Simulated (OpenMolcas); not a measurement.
# Rh: CASSCF and CASPT2 terms and fine-structure levels

Wanted: the level scheme of Rh from active-space wave functions, then second-order correlation.

Program: OpenMolcas 26.06. Level of theory: state-averaged CASSCF and CASPT2, spin-orbit coupling by RASSI with atomic mean-field integrals. These are calculated values, not measurements, unless marked.

## (1) The system

- Species: Rh (rhodium, Z = 45, 45 electrons)
- Basis: ANO-RCC-VQZP [8s7p5d3f2g1h], 104 functions
- Scalar Hamiltonian: DKH2, point nucleus
- Inactive shells: 1s 2s 2p 3s 3p 3d 4s 4p
- Active space: 9 electrons in 11 orbitals (4d 5s 5d)
- Some configurations of this space: 4d⁷ 5s², 4d⁸ 5s, 4d⁹
- Orbitals: optimised for the ground-state spin in each parity, averaged over the low roots

Outer shells as boxes (Hund's rule):

4d7 5s2
```
4d [↑↓][↑↓][↑ ][↑ ][↑ ]
5s [↑↓]
```

4d8 5s
```
4d [↑↓][↑↓][↑↓][↑ ][↑ ]
5s [↑ ]
```

4d9
```
4d [↑↓][↑↓][↑↓][↑↓][↑ ]
```

Each step is its own input file, run in one work folder so that later steps find the files of earlier ones. Labels, J, g values, rates, χT and fits are worked out afterwards by a script from the matrices that RASSI stores.

## (2) Basis and integrals

a.inp

```
&GATEWAY
Coord
1

Rh 0.0 0.0 0.0
Basis=ANO-RCC-VQZP
Group=XYZ
NoMove
AngMom=0.0 0.0 0.0
AMFI
&SEWARD
```

The run is started by

```sh
OMP_NUM_THREADS=1 MOLCAS_MEM=2252 MOLCAS_PROJECT=a pymolcas a.inp > a.log
```

The program printed:

```text
Basis set label: RH.ANO-RCC...8S7P5D3F2G1H.

      Electronic valence basis set:
      ------------------
      Associated Effective Charge  45.000000 au
      Associated Actual Charge     45.000000 au
      Nuclear Model: Point charge

      Shell  nPrim  nBasis  Cartesian Spherical Contaminant
         s      21       8        X
         p      18       7        X
         d      13       5                 X
         f       6       3                 X
         g       4       2                 X
         h       2       1                 X
                  Relativistic Douglas-Kroll-Hess integrals:
                    - DKH order of Hamiltonian: 2
                    - DKH order of Properties : 0
                  Atomic mean-field integrals
```

## (3) Start orbitals from a smaller active space

a.inp

```
&RASSCF
FileOrb=start.orb
Symmetry=1
Spin=4
nActEl=9 0 0
Inactive=9 9
Ras2=6 0
CIRoot=20 20 1
SDav=20
CIMx=300
Iter=120 100
PrWF=0.3
OrbListing=Nothing
MaxOrb=0
Atom
>>> COPY $Project.JobIph JOBPRE
```

Its output is not shown; its orbitals start the next step.

## (4) CASSCF: quartets of even parity, 17 roots

a.inp

```
&RASSCF
FileOrb=start.orb
Symmetry=1
Spin=4
nActEl=9 0 0
Inactive=9 9
Ras2=11 0
CIRoot=17 17 1
SDav=500
CIMx=300
Iter=120 100
PrWF=0.3
OrbListing=Nothing
MaxOrb=0
Atom
>>> COPY $Project.JobIph JOB001
```

The program printed, cut to the lines that bear on the results:

```text
[...]
      Number of active orbitals                 11
[...]
      Spin quantum number                      1.5
[...]
      Active orbitals                           11   0
[...]
      Number of CSFs                         58080
      Number of root(s) required                17
[...]
      Convergence after 11 iterations
[...]
      Natural orbitals and occupation numbers for root  1
      sym 1:   1.746291   1.239343   1.746493   1.989622   1.239517   0.999735   0.005809   0.009998   0.008689   0.005827
               0.008674
      Natural orbitals and occupation numbers for root  2
      sym 1:   1.695909   1.695726   1.290107   1.989572   1.289948   0.999739   0.008405   0.009987   0.006099   0.006113
               0.008394
      Natural orbitals and occupation numbers for root  3
      sym 1:   1.971508   1.014292   1.989664   1.014299   1.971521   0.999708   0.004536   0.004534   0.010041   0.009947
               0.009949
::    RASSCF root number  1 Total energy:  -4780.51519045
::    RASSCF root number  2 Total energy:  -4780.51519045
[...]
::    RASSCF root number 14 Total energy:  -4780.44270075
::    RASSCF root number 15 Total energy:  -4780.44270075
::    RASSCF root number 16 Total energy:  -4780.44270075
::    RASSCF root number 17 Total energy:  -4780.44270075
```

## (5) CASSCF: doublets of even parity, 62 roots

a.inp

```
&RASSCF
FileOrb=start.orb
Symmetry=1
Spin=2
nActEl=9 0 0
Inactive=9 9
Ras2=11 0
CIRoot=62 62 1
SDav=500
CIMx=300
Iter=120 100
PrWF=0.3
OrbListing=Nothing
MaxOrb=0
Atom
CIOnly
>>> COPY $Project.JobIph JOB002
```

The program printed, cut to the lines that bear on the results:

```text
[...]
      Number of active orbitals                 11
[...]
      Spin quantum number                      0.5
[...]
      Active orbitals                           11   0
[...]
      Number of CSFs                         76230
      Number of root(s) required                62
[...]
      Natural orbitals and occupation numbers for root  1
      sym 1:   1.757878   1.226410   1.756562   1.985067   1.225585   1.007631   0.005899   0.010481   0.009065   0.006124
               0.009298
      Natural orbitals and occupation numbers for root  2
      sym 1:   1.694732   1.695965   1.287198   1.985582   1.288040   1.007505   0.010532   0.008704   0.006299   0.006515
               0.008927
      Natural orbitals and occupation numbers for root  3
      sym 1:   1.972950   1.010957   1.983894   1.010991   1.972652   1.008332   0.004588   0.004576   0.010303   0.010344
               0.010412
::    RASSCF root number  1 Total energy:  -4780.48491656
::    RASSCF root number  2 Total energy:  -4780.48491656
[...]
::    RASSCF root number 27 Total energy:  -4780.43493796
::    RASSCF root number 28 Total energy:  -4780.43493795
::    RASSCF root number 29 Total energy:  -4780.43493795
::    RASSCF root number 30 Total energy:  -4780.37777242
```

CIOnly: the orbitals of an earlier block are kept, and only the CI is solved.

## (6) RASSI: spin-orbit coupling between the states

a.inp

```
&RASSI
NrOfJobIphs=2 17 29
1 2 3 4 5 6 7 8 9 10 11 12 13 14 15 16 17
1 2 3 4 5 6 7 8 9 10 11 12 13 14 15 16 17 18 19 20 21 22 23 24 25 26 27
28 29
IphNames
JOB001
JOB002
EJob
SpinOrbit
DIPRint=1.0
SOCoupling=1000.0
Subsets=2
MEES
Property=10
'ANGMOM' 1 'ANGMOM' 2 'ANGMOM' 3 'MLTPL  1' 1 'MLTPL  1' 2 'MLTPL  1' 3
'AMFI' 1 'AMFI' 2 'AMFI' 3 'MLTPL  2' 6
SOProperty=3
'ANGMOM' 1 'ANGMOM' 2 'ANGMOM' 3
```

The program printed, cut to the lines that bear on the results:

```text
SPIN-FREE ENERGIES:
  (Shifted by EMIN (a.u.) =      -4780.5151904543)
 SF State       Relative EMIN(au)   Rel lowest level(eV)    D:o, cm**(-1)      L_eff
     1             0.0000000000        0.0000000000              0.0000         3.0
     2             0.0000000000        0.0000000000              0.0000         3.0
     3             0.0000000008        0.0000000206              0.0002         3.0
     4             0.0000000008        0.0000000206              0.0002         3.0
     5             0.0000000008        0.0000000206              0.0002         3.0
     6             0.0000000017        0.0000000460              0.0004         3.0
     7             0.0000000017        0.0000000460              0.0004         3.0
    18             0.0302738950        0.8237946497           6644.3519         3.0
    19             0.0302738950        0.8237946497           6644.3519         3.0
    20             0.0302738960        0.8237946768           6644.3522         3.0
[...]
Eigenvalues of complex Hamiltonian:
   -----------------------------------
  (Shifted by EMIN (a.u.) =      -4780.5151904543)
 SO State       Relative EMIN(au)   Rel lowest level(eV)    D:o, cm**(-1)     J-value
     1            -0.0079804348        0.0000000000              0.0000         4.2
     2            -0.0079804348        0.0000000000              0.0000         4.2
     3            -0.0079804342        0.0000000168              0.0001         3.6
     4            -0.0079804342        0.0000000168              0.0001         3.6
     5            -0.0079804340        0.0000000226              0.0002         2.6
     6            -0.0079804340        0.0000000226              0.0002         2.6
     7            -0.0079804336        0.0000000310              0.0002         3.6
     8            -0.0079804336        0.0000000310              0.0002         3.6
     9            -0.0079804331        0.0000000465              0.0004         3.7
    10            -0.0079804331        0.0000000465              0.0004         3.7
    11            -0.0008044144        0.1952694613           1574.9544         3.0
[...]
```

These steps: 6.6 min of run time, 1 thread of Intel Xeon 6975P-C (Granite Rapids), shared host.

The roots that group into whole terms:

```
configuration  term  E (cm⁻¹)
       4d⁸ 5s    ⁴F       0.0
       4d⁸ 5s    ²F      6644
          4d⁹    ²D      7433
       4d⁸ 5s    ⁴P     11653
       4d⁸ 5s    ²D     15530
      4d⁷ 5s²    ⁴F     15910
       4d⁸ 5s    ²P     16052
       4d⁸ 5s    ²G     17613
```

Levels with spin-orbit coupling, from the RASSI matrices grouped by J:

| Configuration | Term | J | E (cm⁻¹) | g | Leading % | Second |
| --- | --- | --- | --- | --- | --- | --- |
| 4d⁸ 5s | ⁴F | 9/2 | 0.0 | 1.333 | 100 |  |
| 4d⁸ 5s | ⁴F | 7/2 | 1575 | 1.236 | 97 | 3 ²F |
| 4d⁸ 5s | ⁴F | 5/2 | 2855 | 1.030 | 98 |  |
| 4d⁸ 5s | ⁴F | 3/2 | 3651 | 0.417 | 95 | 3 ²D |
| 4d⁸ 5s | ²F | 7/2 | 7410 | 1.145 | 97 | 3 ⁴F |
| 4d⁹ | ²D | 5/2 | 7953 | 1.153 | 77 | 18 ²F |
| 4d⁹ | ²D | 3/2 | 10070 | 0.814 | 91 | 4 ⁴F |
| 4d⁸ 5s | ²F | 5/2 | 10146 | 0.930 | 79 | 16 ²D |
| 4d⁸ 5s | ⁴P | 5/2 | 12662 | 1.552 | 88 | 8 ²D |
| 4d⁸ 5s | ⁴P | 3/2 | 13768 | 1.692 | 95 | 3 ²D |
| 4d⁸ 5s | ⁴P | 1/2 | 14360 | 2.664 | 100 |  |
| 4d⁷ 5s² | ⁴F | 9/2 | 15789 | 1.330 | 98 |  |
| 4d⁸ 5s | ²P | 3/2 | 16834 | 1.142 | 59 | 35 ²D |
| 4d⁸ 5s | ²D | 5/2 | 17508 | 1.223 | 89 | 8 ⁴P |
| 4d⁷ 5s² | ⁴F | 7/2 | 17636 | 1.234 | 99 |  |
| 4d⁸ 5s | ²P | 1/2 | 18591 | 0.672 | 100 |  |
| 4d⁸ 5s | ²D | 3/2 | 18897 | 0.997 | 61 | 38 ²P |
| 4d⁷ 5s² | ⁴F | 5/2 | 19085 | 1.029 | 100 |  |
| 4d⁸ 5s | ²G | 9/2 | 19428 | 1.116 | 98 |  |
| 4d⁸ 5s | ²G | 7/2 | 19549 | 0.895 | 98 |  |
| 4d⁷ 5s² | ⁴F | 3/2 | 20108 | 0.403 | 99 |  |

The strongest lines between these levels (CASSCF energies, vacuum wavelengths; moments from the reference wave functions; branching within the model space):

```
         upper           lower  type  λ (nm)   A (s-1)  branching %
 4d⁸ 5s ²G_9/2   4d⁸ 5s ⁴F_9/2    M1   514.7  7.86e-01         68.5
 4d⁸ 5s ²G_7/2   4d⁸ 5s ⁴F_7/2    M1   556.3  3.81e-01         42.1
 4d⁸ 5s ²G_9/2   4d⁸ 5s ⁴F_7/2    M1   560.1  1.43e-01         12.4
4d⁷ 5s² ⁴F_7/2   4d⁸ 5s ⁴F_9/2    E2     567  3.95e-01         33.4
4d⁷ 5s² ⁴F_5/2   4d⁸ 5s ⁴F_7/2    E2   571.1  5.63e-01         42.6
4d⁷ 5s² ⁴F_3/2   4d⁸ 5s ⁴F_5/2    E2   579.6  6.00e-01         45.4
 4d⁸ 5s ²G_7/2   4d⁸ 5s ⁴F_5/2    M1     599  1.82e-01         20.2
4d⁷ 5s² ⁴F_3/2   4d⁸ 5s ⁴F_3/2    E2   607.6  4.90e-01         37.1
4d⁷ 5s² ⁴F_5/2   4d⁸ 5s ⁴F_5/2    E2   616.1  2.49e-01         18.8
4d⁷ 5s² ⁴F_7/2   4d⁸ 5s ⁴F_7/2    E2   622.6  3.49e-01         29.5
 4d⁸ 5s ²D_3/2   4d⁸ 5s ⁴F_5/2    M1   623.4  6.25e-01         40.7
 4d⁸ 5s ²D_5/2   4d⁸ 5s ⁴F_7/2    M1   627.6  7.79e-01         38.5
4d⁷ 5s² ⁴F_9/2   4d⁸ 5s ⁴F_9/2    E2   633.3  6.34e-01         83.4
4d⁷ 5s² ⁴F_7/2   4d⁸ 5s ⁴F_5/2    E2   676.6  1.74e-01         14.7
 4d⁸ 5s ²G_7/2   4d⁸ 5s ²F_7/2    M1   823.8  2.09e-01         23.1
 4d⁸ 5s ²D_5/2   4d⁸ 5s ²F_7/2    M1   990.3  4.01e-01         19.8
 4d⁸ 5s ²F_7/2   4d⁸ 5s ⁴F_9/2    M1    1350  3.72e-01         82.2
 4d⁸ 5s ²D_5/2   4d⁸ 5s ²F_5/2    M1    1358  2.70e-01         13.4
    4d⁹ ²D_3/2   4d⁸ 5s ⁴F_5/2    M1    1386  4.34e-01         59.3
 4d⁸ 5s ²D_5/2   4d⁸ 5s ⁴P_5/2    M1    2064  2.98e-01         14.8
 4d⁸ 5s ²F_5/2   4d⁸ 5s ²F_7/2    M1    3655  2.65e-01         54.5
4d⁷ 5s² ⁴F_7/2  4d⁷ 5s² ⁴F_9/2    M1    5416  2.11e-01         17.9
```

(Part 1 of 2 ends here.)
